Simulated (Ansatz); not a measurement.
# GaNH2+ (doublet): from Hartree-Fock to the top rungs, cc-pVTZ

An exercise on one series of results from a longer session: the logs are not shown, and one member is left open.

The runs use Ansatz 0.2.0, Gaussian basis; cc-pVTZ, core rule «outside noble gas», up to 15 orbitals frozen.

To be run: UHF; CCSD(T) on ROHF; CCSD(T) on UHF; BCCD(T) on ROHF; CCSDT(Q) on ROHF; CCSDT(Q) on UHF.

12 further runs of the same task are left out: 8 for a known fault of the program, 4 set aside as unsound or not needed.

## What is computed

The geometry is a PBE0/def2-TZVP stationary point (not a proven minimum) of the parent state, kept for this charge and spin. No spin-orbit coupling is included. The filled d shell of Ga may be among the frozen orbitals whatever the setting's name suggests; the logs give the count.

4 atoms, charge 1, spin multiplicity 2.

Atoms are counted from 1 here; the program's logs count them from 0.

Bond lengths: N1–Ga2 1.923 Å, Ga2–H3 1.565 Å, Ga2–H4 1.565 Å. Angles: N1–Ga2–H3 117.6°, N1–Ga2–H4 117.6°, H3–Ga2–H4 124.7°.

Set-up of the first run:

in.yaml

```yaml
crystal:
  periodic: [false, false, false]
  atoms:
    - {symbol: N, position_ang: [0.000000, 0.000000, 1.625834]}
    - {symbol: Ga, position_ang: [0.000000, 0.000000, -0.297041]}
    - {symbol: H, position_ang: [0.000000, 1.386306, -1.022870]}
    - {symbol: H, position_ang: [0.000000, -1.386306, -1.022870]}
basis:
  gaussian: {orbitals: cc-pVTZ}
total_charge: 1
magnetization: {spin_polarized: true, initial_magnetization: 1}
hamiltonian: {xc: hf}
output: {orbitals: {seedname: orbitals}}
```

The run is started by

```bash
ansatz run in.yaml --threads 1 --pin off --events-out ev --progress --plain --max-ram 4096MiB --backend cpu
```

Among the steps run: UHF; CCSD(T) on ROHF; CCSD(T) on UHF; BCCD(T) on ROHF; CCSDT(Q) on ROHF; CCSDT(Q) on UHF.

One of the session's tables, all rows but one given; the rest of the session is left out.

```
   method  from RCCSDT(Q) (meV)
     ROHF               +6934.3
     RMP2               +1849.4
     UMP2               +1698.8
    RCCSD                +504.2
    UCCSD                +163.3
 RCCSD(T)                +167.5
 UCCSD(T)                -399.2
  BCCD(T)                +180.2
   RCCSDT                 +57.9
   UCCSDT                     ?
RCCSDT(Q)                     0
UCCSDT(Q)               -1165.7
```

Q: Estimate the row for UCCSDT from the others.

As computed: from RCCSDT(Q) (meV): -932.7. In the column «from RCCSDT(Q) (meV)» it lies between UCCSDT(Q) (-1165.7) and UCCSD(T) (-399.2).

Left out of the table: UHF (another determinant or state than the rows shown).

To keep in mind: The determinant is far from a pure spin state, so its energy mixes those of several spin states (harmless only where they are near-degenerate, as at dissociation). The program flags UCCSD(T), UCCSDT(Q) as in doubt, so those rows may rest on another solution; read them beside their warnings. Warnings: spin contamination; coupled cluster took another determinant than the lowest; large T1 diagnostic. Restricted and unrestricted rows rest on different reference determinants; where their highest levels disagree by more than a few hundredths of an eV, they describe different states and don't form one ladder.
